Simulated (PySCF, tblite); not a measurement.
**C₄H₉FGeSi₂: geometry, infrared bands and NMR shifts**

Wanted: the infrared bands and NMR shifts of C₄H₉FGeSi₂ (`CC#C[Si@@H]1C[Si@@H](F)[GeH2]1`), by calculation.

The runs use tblite 0.8.0 and PySCF 2.14.0, with density-fitted response routines of our own; the level of theory stands in each step. All values are computed, except where a source is named. Atoms are numbered from 0 throughout.

### Step 1. Starting geometry

17 atoms, charge 0, multiplicity 1; geometry from: force field or distance geometry start.

Bonds of the start (Å): C0–C1 1.49, C1–C2 1.20, C2–Si3 1.83, Si3–C4 1.83, C4–Si5 1.85, Si5–F6 1.69, Si5–Ge7 2.29, Ge7–Si3 2.29, C0–H8 1.10, C0–H9 1.12, C0–H10 1.10, Si3–H11 1.49, C4–H12 1.12, C4–H13 1.12, Si5–H14 1.47, Ge7–H15 1.54, Ge7–H16 1.55.

### Step 2. Relaxing the molecule with GFN2-xTB

Job settings and geometry (Å):

```
{"job": {"kind": "relax", "xc": "GFN2-xTB", "basis": "xTB"}, "charge": 0, "multiplicity": 1}
C      3.573200     0.549000     0.352200
C      2.184000     0.012900     0.346100
C      1.073000    -0.434700     0.381400
Si    -0.640300    -1.082800     0.431000
C     -1.420400    -1.013800    -1.222000
Si    -1.712300     0.796000    -0.992400
F     -3.023000     1.374200    -1.892600
Ge    -2.197100     0.401200     1.211400
H      3.614000     1.594000     0.679600
H      4.197600    -0.020200     1.090300
H      3.989900     0.389700    -0.651300
H     -0.726600    -2.446200     1.017700
H     -2.370600    -1.608600    -1.225500
H     -0.769600    -1.301000    -2.085300
H     -0.507700     1.613300    -1.216600
H     -1.700400     1.430800     2.244200
H     -3.570700    -0.241700     1.521600
```

Command:

```bash
OMP_NUM_THREADS=1 python probes_run.py task.json out
```

One launch serves the whole session: the jobs run in the order shown.

**Question.** This job is followed by: GFN2-xTB harmonic vibrations, gas phase; GIAO PBE0/pcSseg-1 NMR shielding, non-relativistic, gas phase. Predict these results of the whole session: strongest single infrared mode (GFN2-xTB); zero-point energy (GFN2-xTB); 13C shifts against TMS (PBE0/pcSseg-1); 1H shifts against TMS (PBE0/pcSseg-1, means over atoms taken as alike); 29Si shifts against TMS (PBE0/pcSseg-1); 19F shifts against CFCl3 (PBE0/pcSseg-1); 73Ge shifts against GeMe4 (PBE0/pcSseg-1).

**Answer**, as computed:

| quantity | value |
| --- | --- |
| strongest single infrared mode (GFN2-xTB) | 1894 cm⁻¹, 623 km/mol |
| zero-point energy (GFN2-xTB) | 66.7 kcal/mol |
| 13C shifts against TMS (PBE0/pcSseg-1) | 118.9, 83.3, 18.9, 6.3 ppm |
| 1H shifts against TMS (PBE0/pcSseg-1, means over atoms taken as alike) | 6.35, 5.34, 4.37, 4.21, 2.13, 1.34, 1.14 ppm |
| 29Si shifts against TMS (PBE0/pcSseg-1) | 51.2, -51.0 ppm |
| 19F shifts against CFCl3 (PBE0/pcSseg-1) | -206.0 ppm |
| 73Ge shifts against GeMe4 (PBE0/pcSseg-1) | -279 ppm |

**Reading.** Relaxing lowered the energy by 0.937 eV in 171 steps; the close pair that moved most is Si3–C4, from 1.829 to 1.934 Å. No mode is imaginary among the 45: a minimum at this level. The strongest single mode, at 1894 cm⁻¹, moves mainly H15 and H16. GFN2-xTB is a fitted tight-binding method: band positions and strengths are rough. Its intensities can rank the bands wrongly. At PBE0/pcSseg-1: The largest span, 378 ppm, is at Ge7, where the paramagnetic term is -1153 ppm. Spin-orbit coupling is left out, which matters for shieldings and couplings at and beside the heavy atoms.
